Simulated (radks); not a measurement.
**Ca inside a hard spherical wall**

An exercise on one series of results from a longer session: the logs are not shown, and one member is left open.

The numbers are computed with radks (a radial shooting solver on a logarithmic mesh, Libxc functionals) version 1 (non-relativistic Kohn-Sham, LDA (Slater exchange, Perdew-Wang correlation), spin-polarised, spherical densities, point nucleus), except any that are marked as measured or tabulated.

### The system

* element: calcium (Z = 20)
* charge: 0
* electrons: 20
* configuration: [Ar] 4s2

Outer shells as boxes (Hund's rule):

Ca
```
[Ar] core
4s [↑↓]
```

The first run:

The run's settings:

```text
Z 20
configuration [Ar] 4s2 3d0 4p0 5s0
relativity non-relativistic
functional lda,pw
spin polarised
nucleus point
```

Launch:

```console
$ python run_ks.py task.json out
```

This one command runs every case of the session in turn.

Among the steps run: The free atom; Wall at 15 bohr; Wall at 12 bohr; Wall at 10 bohr; Wall at 6 bohr; Wall at 4 bohr; Wall at 3.5 bohr; Wall at 3 bohr; Wall at 2 bohr; Wall at 1.5 bohr.

One table of the session follows, with a row left open; its other results are not shown here.

| R (bohr) | E − E(free) (eV) | ε(4s) (eV) | ε(3d, empty) (eV) | ε(4p, empty) (eV) | ε(5s, empty) (eV) |
| --- | --- | --- | --- | --- | --- |
| free | 0.000 | -3.850 | -2.258 | -1.455 | -0.083 |
| 15 | ? | ? | ? | ? | ? |
| 12 | 0.008 | -3.827 | -2.230 | -1.387 | 1.059 |
| 10 | 0.059 | -3.730 | -2.115 | -1.188 | 2.358 |
| 6 | 2.619 | -1.354 | -0.085 | 2.393 | 15.739 |
| 4 | 19.326 | 9.235 | 5.419 | 15.982 | 55.245 |
| 3.5 | 34.715 | 17.735 | 8.973 | 26.005 | 81.373 |
| 3 | 67.151 | 34.028 | 15.258 | 44.221 | 126.00 |
| 2 | 353.40 | 146.64 | 53.627 | 159.29 | 381.46 |
| 1.5 | 1038.7 | 358.36 | 117.59 | 361.94 | 805.10 |

Q: Estimate the row for R (bohr) = 15 from the others.

**Answer.** E − E(free) (eV): 0.000; ε(4s) (eV): -3.848; ε(3d, empty) (eV): -2.256; ε(4p, empty) (eV): -1.447; ε(5s, empty) (eV): 0.347.

In words: Eigenvalues are for spin up. From R = 4 bohr inwards the highest occupied level lies above zero, pushed up by confinement. Shells are not refilled when levels cross, and a hard wall is a model, not a crystal.
